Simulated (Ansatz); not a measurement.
# ZrHO+ (triplet): the correlation ladder, def2-QZVPP

An exercise on one series of results from a longer session: the logs are not shown, and one member is left open.

Method: def2-QZVPP, core rule «outside noble gas», up to 5 orbitals frozen; program: Ansatz 0.2.0, Gaussian basis.

The runs, in order: UHF; ROHF; CCSD(T) on UHF.

2 further runs of the same task are left out: 2 set aside as unsound or not needed. Runs told in other sessions of the task aren't counted.

## What is computed

The geometry is a PBE0/def2-TZVP stationary point (not a proven minimum) of the parent state, kept for this charge and spin. No spin-orbit coupling is included. Elements past krypton take def2 core potentials.

3 atoms, charge 1, spin multiplicity 3.

Atoms are counted from 1 here; the program's logs count them from 0.

Bond lengths: Zr1–O2 1.720 Å, Zr1–H3 1.858 Å. Angles: O2–Zr1–H3 103.4°.

Set-up of the first run:

in.yaml reads:

```yaml
crystal:
  periodic: [false, false, false]
  atoms:
    - {symbol: Zr, position_ang: [0.000000, -0.035300, 0.248333]}
    - {symbol: O, position_ang: [0.000000, 0.091937, -1.467045]}
    - {symbol: H, position_ang: [0.000000, 1.735473, 0.811435]}
basis:
  gaussian: {orbitals: "def2-QZVPP.json"}
total_charge: 1
magnetization: {spin_polarized: true, initial_magnetization: 2}
hamiltonian: {xc: hf}
output: {orbitals: {seedname: orbitals}}
```

On the command line:

```
> ansatz run in.yaml --threads 1 --pin off --events-out ev --progress --plain --max-ram 2560MiB --backend cpu
```

Steps of the session up to this table: UHF; ROHF; CCSD(T) on UHF.

One table of the session follows, with a row left open; its other results are not shown here.

It belongs to the step «Misses and costs». 

| method | from UCCSD(T) (meV) |
| --- | --- |
| ROHF | +9868.5 |
| UHF | ? |
| UMP2 | -39.8 |
| UCCSD | +637.9 |
| UCCSD(T) | 0 |

**Question.** Estimate the row for UHF.

**Answer.** from UCCSD(T) (meV): +9764.3. In the column «from UCCSD(T) (meV)» it lies between UCCSD (+637.9) and ROHF (+9868.5).
